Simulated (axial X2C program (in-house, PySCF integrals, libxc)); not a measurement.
# HfP: EOM-EA-CCSD levels

Wanted for HfP: EOM-EA-CCSD levels, at the two-component level.

Program: an in-house X2C program for linear molecules on PySCF integrals. Level of theory: two-component X2C with atomic mean-field terms, Hf dyall-acv3z, P dyall-av3z. These are calculated values, not measurements.

### Step 1. The job

Contents of task.json:

```json
{"zs": [72, 15], "q": 0, "bas": ["dyall-acv3z", "dyall-av3z"], "r0": 2.3, "eom": "ea", "thr": -2.0, "nmax": 92, "grid": [1, 0.96, 1.045, 0.92, 1.09, 1.15]}
```

Keys: zs atomic numbers; q charge; bas basis sets; r0 starting distance in Å; eom kind of EOM run; thr threshold in hartree for freezing inner shells (an s shell follows its p shell); nmax most natural virtual spinors; grid distances as factors.

Launch:

```sh
$ python soeom.py task.json out
```

After this run come: EOM-EA-CCSD at 2.186 Å.

Before running it: what results should come out? Wanted: next root led by one particle; T1 of the reference.

**Answer**, as computed:

| quantity | value |
| --- | --- |
| lowest root at 2.186 Å | Ω = 1/2, 7.015 eV |
| next root led by one particle | Ω = 3/2, about 9660 cm⁻¹ higher |
| T1 of the reference | 0.040 |

What this shows: The added electron is bound by 7.01 eV in a spinor of 40% Hf sσ, 32% Hf dσ, 10% P pσ. Errors of 0.1 to 0.3 eV are usual at this size, and roots led by higher excitations are left out, so the list is incomplete, and low states of that kind can be missing. T1 or the largest double amplitude of the reference is raised, which lowers the reliability.
